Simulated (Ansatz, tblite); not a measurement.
# In(H2O)F3 (F3H2InO): one state, many levels

How do method and basis change the picture of In(H2O)F3 (F3H2InO) (singlet)?

Method: as each input shows; program: Ansatz 0.2.0, Gaussian basis.

The runs, in order: GFN1-xTB, GFN2-xTB, PBE-D4/def2-TZVP, r2SCAN-D4/def2-TZVP, revPBE-D4/def2-TZVP, CAM-B3LYP-D4/def2-TZVP, BHLYP-D4/def2-TZVP, B97M-V/def2-TZVP, PBE-QIDH/def2-TZVP, LDA/def2-TZVP, LC-ωPBE/def2-TZVP, PBE-D4/def2-SVP, PBE0-D4/def2-SVP, PBE0-D4/def2-TZVPD, PBE-D4/def2-TZVPD, r2SCAN-D4/def2-TZVPD, CCSD(T)/def2-TZVPP, MP2/def2-TZVP, RPA/def2-TZVP.

2 further runs of the same task are left out: 1 that didn't finish, 1 set aside as unsound or not needed. Runs told in other sessions of the task aren't counted.

**1. The geometry**

The singlet was relaxed beforehand with PBE0-D4/def2-SVP.

7 atoms, charge 0, spin multiplicity 1.

Bond lengths: In1–O2 2.275 Å, In1–F5 1.939 Å, In1–F6 1.959 Å, In1–F7 1.959 Å, O2–H3 0.971 Å, O2–H4 0.971 Å. Angles: O2–In1–F5 114.9°, O2–In1–F6 84.1°, O2–In1–F7 84.1°, F5–In1–F6 121.2°, F5–In1–F7 121.2°, F6–In1–F7 115.5°, In1–O2–H3 101.6°, In1–O2–H4 101.5°, H3–O2–H4 105.9°.

In takes a core potential in the def2 sets. No spin-orbit coupling is included.

PBE0-D4/def2-TZVP was run before; its log isn't repeated, and its numbers join the tables.

**2. GFN1-xTB**

Tight binding, by tblite at 300 K electronic temperature and without a spin-polarisation term:

```python
tblite.interface.Calculator('GFN1-xTB', numbers, positions, charge=0, uhf=0).singlepoint()
```

Energy -619.7244 eV, HOMO -13.03 eV, LUMO -9.05 eV; 0.004 s.

**3. GFN2-xTB**

Tight binding, by tblite at 300 K electronic temperature and without a spin-polarisation term:

```python
tblite.interface.Calculator('GFN2-xTB', numbers, positions, charge=0, uhf=0).singlepoint()
```

Energy -560.7618 eV, HOMO -13.59 eV, LUMO -10.23 eV; 0.002 s.

**4. PBE-D4/def2-TZVP**

start.molden holds the orbitals of an earlier run on this state, given as this run's starting guess.

The input, in.yaml:

```yaml
crystal:
  periodic: [false, false, false]
  atoms:
    - {symbol: In, position_ang: [0.198456, -0.065891, -0.969696]}
    - {symbol: O, position_ang: [0.198785, 0.045475, 1.302913]}
    - {symbol: H, position_ang: [-0.420195, -0.666238, 1.533082]}
    - {symbol: H, position_ang: [-0.281919, 0.875231, 1.455699]}
    - {symbol: F, position_ang: [1.949741, -0.275227, -1.776070]}
    - {symbol: F, position_ang: [-0.661578, 1.690661, -0.852394]}
    - {symbol: F, position_ang: [-0.983280, -1.604011, -0.693524]}
basis:
  gaussian: {orbitals: def2-TZVP, initial_orbitals: start.molden}
hamiltonian: {xc: pbe, dispersion: d4}
scf: {omitted_lower_state_checks: [starts]}
output: {orbitals: {seedname: orbitals}}
```

The run is started by

```sh
> ansatz run in.yaml --threads 4 --pin off --events-out ev --progress --plain --max-ram 3916MiB
```

After this run come: r2SCAN-D4/def2-TZVP; revPBE-D4/def2-TZVP; CAM-B3LYP-D4/def2-TZVP; BHLYP-D4/def2-TZVP; B97M-V/def2-TZVP; PBE-QIDH/def2-TZVP; LDA/def2-TZVP; LC-ωPBE/def2-TZVP; PBE-D4/def2-SVP; PBE0-D4/def2-SVP; PBE0-D4/def2-TZVPD; PBE-D4/def2-TZVPD; r2SCAN-D4/def2-TZVPD; CCSD(T)/def2-TZVPP; MP2/def2-TZVP; RPA/def2-TZVP.

Before running them: what should the planned runs give, taken together? Wanted: gap in def2-TZVP, named functionals, smallest and largest; correlation energy, CCSD(T)/def2-TZVPP; correlation energy, MP2/def2-TZVP; binding an atom, CCSD(T)/def2-TZVPP; PBE0 total energy, smallest basis above largest.

**Answer**, as computed:

| quantity | value |
| --- | --- |
| gap in def2-TZVP, named functionals, smallest and largest | 5.00 eV (LDA), 13.27 eV (LC-ωPBE) |
| correlation energy, CCSD(T)/def2-TZVPP | -36.09 eV |
| correlation energy, MP2/def2-TZVP | -35.05 eV |
| binding an atom, CCSD(T)/def2-TZVPP | 3.302 eV |
| PBE0 total energy, smallest basis above largest | 13.44 eV (def2-SVP, def2-TZVPD) |

In words: Orbital gaps of the named functionals in def2-TZVP span 5.00 eV (LDA) to 13.27 eV (LC-ωPBE); exact exchange widens it. The functionals in def2-TZVP miss CCSD(T)/def2-TZVPP by -0.182 (BHLYP-D4) to +0.685 eV (LDA) an atom. CCSD(T)/def2-TZVPP isn't at the basis-set limit; small misses against it rank nothing.
